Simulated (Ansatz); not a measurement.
# TaNbO: the cost of one run

Program: Ansatz 0.2.0. Level of theory: DFT PBE, scalar-relativistic, plane waves, PAW. These are calculated values, not measurements.

3 further runs of the same task are left out: 2 that didn't finish, 1 set aside as unsound or not needed.

### 1 The structure to begin with

Symmetry: Pmmn, No. 59, orthorhombic system. The conventional cell has a = 2.953 Å, b = 3.530 Å, c = 7.640 Å, α = 90.00°, β = 90.00°, γ = 90.00°. Ta (site symmetry mm2) has 4 O at 1.81 to 1.84 Å as nearest neighbours. Nb (site symmetry mm2) is surrounded by 2 Ta at 2.23 Å. Around O (site symmetry mm2) lie 4 Ta at 1.81 to 1.84 Å.

Structure file:

```
Ta Nb O
1.0
     2.95346    0.00000    0.00000
     0.00000    3.53008    0.00000
     0.00000    0.00000    7.63952
Ta Nb O
2 2 2
Direct
  0.50000 0.50000 0.10200
  0.00000 0.00000 0.89800
  0.00000 0.50000 0.32000
  0.50000 0.00000 0.68000
  0.00000 0.50000 0.96500
  0.50000 0.00000 0.03500
```

A structure generator made this guess: species swapped into a database cell of CrBrO (Pmmn, No. 59), with Ta on the Cr sites and Nb on the Br sites. The dimensions are guesses.

### 2 Probe: one point on a coarse mesh

Input file input.yaml:

```yaml
crystal:
  lattice:
    - [2.95346177, 0.0, 0.0]
    - [0.0, 3.53008111, 0.0]
    - [0.0, 0.0, 7.63952305]
  atoms:
    - { symbol: Ta, position: [0.5, 0.5, 0.102] }
    - { symbol: Ta, position: [0.0, 0.0, 0.898] }
    - { symbol: Nb, position: [0.0, 0.5, 0.31999999] }
    - { symbol: Nb, position: [0.5, 0.0, 0.68000001] }
    - { symbol: O, position: [0.0, 0.5, 0.96499997] }
    - { symbol: O, position: [0.5, 0.0, 0.03500003] }
basis:
  ecutwfc: 420
kpoints:
  mp_grid: { grid: [6, 6, 2] }
hamiltonian:
  xc: pbe
scf:
  occupations: { method: gaussian, width: 0.1 }
  lower_state_search: "off"
output:
  forces: true
  stress: true
  eigenvalues: true
```

The run is started by

```bash
$ ansatz run input.yaml --threads 1 --pin off --max-ram 2560MiB --backend cpu --events-out ev --progress --plain --runs-dir out
```

What time and memory should one allow on 1 thread of Intel Xeon at 2.70GHz, shared host?

About 8 s, with a peak of 0.41 GiB.
